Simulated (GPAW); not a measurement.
Runs of GPAW 26.7.0 on NbTe. Symmetry: P-6m2, No. 187, hexagonal system. Conventional cell: a = 3.703 Å, b = 3.703 Å, c = 3.694 Å, α = 90.00°, β = 90.00°, γ = 120.00°. Around Te (site symmetry -6m2) lie 6 Nb at 2.83 Å. Around Nb (site symmetry -6m2) lie 6 Te at 2.83 Å. The cell comes from a database or a generator and needn't be the stable form of this composition.

```tsv
task	level	potentials or basis	cell	k mesh	cutoff (eV)	maxiter	convergence	band path	band points	gap on the mesh (eV)	pressure (GPa)
single point	PBE	GPAW PAW data sets (gpaw-data 1.2.1), pw	as given	7 × 7 × 6	500	120	default	-	-	none	-1.6
band structure	PBEsol	PAW data sets generated in the run's folder for this functional, pw	as given	7 × 7 × 6	600	150	-	GMKGALHA,LM,KH	60	-	-6.1
single point	PBEsol	PAW data sets generated in the run's folder for this functional, pw	atoms moved at random, drawn with an rms of 0.05 Å	8 × 8 × 7	600	150	-	-	-	none	-6.0
single point	PBEsol	PAW data sets generated in the run's folder for this functional, pw	as given	8 × 8 × 7	600	150	-	-	-	none	-6.1
single point	LDA	the program's PAW data sets (release 1.2.1) made for this functional, pw	as given	7 × 7 × 6	450	120	default	-	-	none	-8.7
band structure	LDA	the program's PAW data sets (release 1.2.1) made for this functional, pw	as given	7 × 7 × 6	600	150	-	GMKGALHA,LM,KH	60	-	(a)
```

Alike in all rows: no spin polarisation; smearing fermi-dirac 0.05 eV.

Problem. Fill in the values left out.

Solution. (a) -8.5.

Caveats: the cutoff is short for stress and forces, so pressures can be off by a GPa or more (some runs); spin-orbit coupling is left out, which moves the levels of the heavy elements (some runs).

A k mesh can miss the band edges, and the runs leave out spin-orbit coupling on Nb, Te.

A gap of «none» marks a metal or a gap under the smearing width.
